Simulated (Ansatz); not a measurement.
**Ge2P (doublet): the correlation ladder, cc-pVTZ**

The task here is to estimate one member of a computed series from the others.

Program: Ansatz 0.2.0, Gaussian basis. Level of theory: cc-pVTZ, core rule «outside noble gas», up to 33 orbitals frozen. These are calculated values, not measurements.

The runs, in order: UHF; CCSD(T) on ROHF; CCSD(T) on UHF; BCCD(T) on ROHF; CCSDT(Q) on ROHF; CCSDT(Q) on UHF; CASSCF and NEVPT2, 13 electrons in 12 orbitals.

5 further runs of the same task are left out: 5 set aside as unsound or not needed.

## The geometry

The geometry is a PBE0/def2-TZVP stationary point (not a proven minimum). No spin-orbit coupling is included. The filled d shell of Ge may be among the frozen orbitals whatever the setting's name suggests; the logs give the count.

3 atoms, charge 0, spin multiplicity 2.

Atoms are counted from 1 here; the program's logs count them from 0.

Bond lengths: Ge1–Ge2 2.630 Å, Ge1–P3 2.226 Å, Ge2–P3 2.226 Å. Angles: Ge2–Ge1–P3 53.8°, Ge1–Ge2–P3 53.8°, Ge1–P3–Ge2 72.4°.

The first run:

Contents of in.yaml:

```yaml
crystal:
  periodic: [false, false, false]
  atoms:
    - {symbol: Ge, position_ang: [0.000000, 0.315664, 1.314888]}
    - {symbol: Ge, position_ang: [0.000000, 0.315664, -1.314888]}
    - {symbol: P, position_ang: [0.000000, -1.480598, 0.000000]}
basis:
  gaussian: {orbitals: cc-pVTZ}
magnetization: {spin_polarized: true, initial_magnetization: 1}
hamiltonian: {xc: hf}
output: {orbitals: {seedname: orbitals}}
```

Launch:

```console
$ ansatz run in.yaml --threads 1 --pin off --events-out ev --progress --plain --max-ram 4096MiB --backend cpu
```

Steps of the session up to this table: UHF; CCSD(T) on ROHF; CCSD(T) on UHF; BCCD(T) on ROHF; CCSDT(Q) on ROHF; CCSDT(Q) on UHF; CASSCF and NEVPT2, 13 electrons in 12 orbitals.

One of the session's tables, all rows but one given; the rest of the session is left out.

| method | from RCCSDT(Q) (kcal/mol) |
| --- | --- |
| ROHF | +231.50 |
| UHF | +228.09 |
| RMP2 | +30.85 |
| UMP2 | +33.09 |
| RCCSD | +17.63 |
| UCCSD | +17.43 |
| RCCSD(T) | +1.97 |
| UCCSD(T) | +2.06 |
| BCCD(T) | +1.88 |
| RCCSDT | +1.52 |
| UCCSDT | +1.44 |
| RCCSDT(Q) | 0 |
| UCCSDT(Q) | ? |
| CASSCF valence | +164.14 |
| NEVPT2 valence | +33.65 |

Q: Estimate the row for UCCSDT(Q) from the others.

The run gave: from RCCSDT(Q) (kcal/mol): -0.14. In the column «from RCCSDT(Q) (kcal/mol)» it is the lowest.

With the free atoms at the same levels and basis (separate runs), the atomisation energy is 6.779 eV at RCCSDT(Q), 6.747 eV at RCCSD(T), 6.720 eV at UCCSD(T), 3.477 eV at ROHF.

Caveats from the session: Restricted and unrestricted rows rest on different reference determinants; where their highest levels disagree by more than a few hundredths of an eV, they describe different states and don't form one ladder.
